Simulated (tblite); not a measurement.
# C16H14OSe: the cost of one run

Programs: tblite 0.8.0 and PySCF 2.14.0, with routines of our own; each step states its level. All values are computed. Atoms count from 0.

### 1 The system as given

32 atoms, charge 0, multiplicity 1; geometry from: force field or distance geometry start.

### 2 Optimising the geometry with GFN2-xTB

What the job is given:

```
{"job": {"kind": "relax", "xc": "GFN2-xTB", "basis": "xTB"}, "charge": 0, "multiplicity": 1}
C     -6.781000     1.322900     0.823300
Se    -6.042900    -0.441000     0.597400
C     -4.104800    -0.404300     0.520900
C     -3.371600    -0.686200     1.635600
C     -1.975800    -0.672100     1.621000
C     -1.307900    -0.347400     0.427600
C      0.153000    -0.329500     0.432800
C      0.912800    -0.045700    -0.584600
C      2.369700    -0.041000    -0.576000
C      3.020600     0.281000    -1.742900
C      4.408900     0.319200    -1.838000
C      5.141000     0.019000    -0.686700
C      6.596800     0.038200    -0.674100
O      7.246400     0.325600    -1.743800
C      4.482200    -0.285100     0.469100
C      3.116500    -0.327000     0.552600
C     -2.072500    -0.058400    -0.664400
C     -3.459800    -0.084800    -0.658400
H     -5.981000     1.956100     1.299600
H     -7.667100     1.293300     1.496100
H     -7.040100     1.824600    -0.123000
H     -3.912300    -0.942100     2.562500
H     -1.450100    -0.899100     2.532300
H      0.615700    -0.591700     1.398000
H      0.429900     0.199100    -1.521700
H      2.483600     0.519300    -2.655400
H      4.915500     0.580800    -2.772300
H      7.191400    -0.190100     0.196800
H      5.047500    -0.528200     1.368700
H      2.661800    -0.584000     1.489500
H     -1.602500     0.196100    -1.609200
H     -4.038900     0.157800    -1.558200
```

The run is started by

```bash
$ OMP_NUM_THREADS=2 python excited_run.py task.json out
```

This one command runs all jobs of the session in turn.

**Question.** How long does this run take on 2 threads of Intel Xeon at 2.50GHz, shared host?

About 91 s.
